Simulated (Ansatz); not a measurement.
# CHBFN (SMILES N=C=BF): one structure at several levels

An exercise on one series of results from a longer session: the logs are not shown, and one member is left open.

Computed with Ansatz 0.2.0, Gaussian basis. Level: single points in def2-TZVPP.

Cores are frozen in the correlated methods.

## The starting structure

5 atoms, charge 0, spin multiplicity 1.

Atoms are counted from 1 here; the program's logs count them from 0.

Bond lengths: N1–C2 1.220 Å, N1–H5 1.004 Å, C2–B3 1.519 Å, B3–F4 1.372 Å. Angles: C2–N1–H5 121.1°, N1–C2–B3 154.3°, C2–B3–F4 139.8°.

Coordinates:

| atom | x (Å) | y (Å) | z (Å) |
| --- | --- | --- | --- |
| N1 | -0.5468 | 0.7716 | 1.0842 |
| C2 | -0.2223 | -0.1115 | 0.3072 |
| B3 | 0.4898 | -0.6650 | -0.9156 |
| F4 | 0.8059 | -1.8711 | -1.4886 |
| H5 | -0.4728 | 1.7401 | 0.8284 |

Set-up of the first run:

run/in.yaml reads:

```yaml
crystal:
  periodic: [false, false, false]
  atoms:
    - {symbol: N, position_ang: [-0.546800, 0.771600, 1.084200]}
    - {symbol: C, position_ang: [-0.222300, -0.111500, 0.307200]}
    - {symbol: B, position_ang: [0.489800, -0.665000, -0.915600]}
    - {symbol: F, position_ang: [0.805900, -1.871100, -1.488600]}
    - {symbol: H, position_ang: [-0.472800, 1.740100, 0.828400]}
basis:
  gaussian: {orbitals: def2-TZVPP}
correlation: {method: ccsd_t}
output: {forces: true}
```

The command line of these runs was not kept.

Among the steps run: CCSD(T)/def2-TZVPP; PBE0-D4/def2-TZVPP; wB97M-V/def2-TZVPP; r2SCAN-D4/def2-TZVPP; PBE-D4/def2-TZVPP; B97M-V/def2-TZVPP; BHLYP-D4/def2-TZVPP.

One of the session's tables, all rows but one given; the rest of the session is left out.

| method | RMS force component (eV/Å) | angle to CCSD(T) forces (°) | dipole (D) |
| --- | --- | --- | --- |
| CCSD(T) | 1.166 | reference | 1.46 |
| PBE0-D4 | 1.105 | 23.8 | 1.39 |
| wB97M-V | 1.055 | 22.9 | 1.37 |
| r2SCAN-D4 | 1.057 | 17.5 | 1.36 |
| PBE-D4 | 1.065 | 12.3 | 1.32 |
| B97M-V | ? | ? | ? |
| BHLYP-D4 | 1.194 | 37.7 | 1.46 |

Q: Estimate the row for B97M-V from the others.

As computed: RMS force component (eV/Å): 1.081; angle to CCSD(T) forces (°): 21.7; dipole (D): 1.34. In the column «RMS force component (eV/Å)» it lies between PBE-D4 (1.065) and PBE0-D4 (1.105).
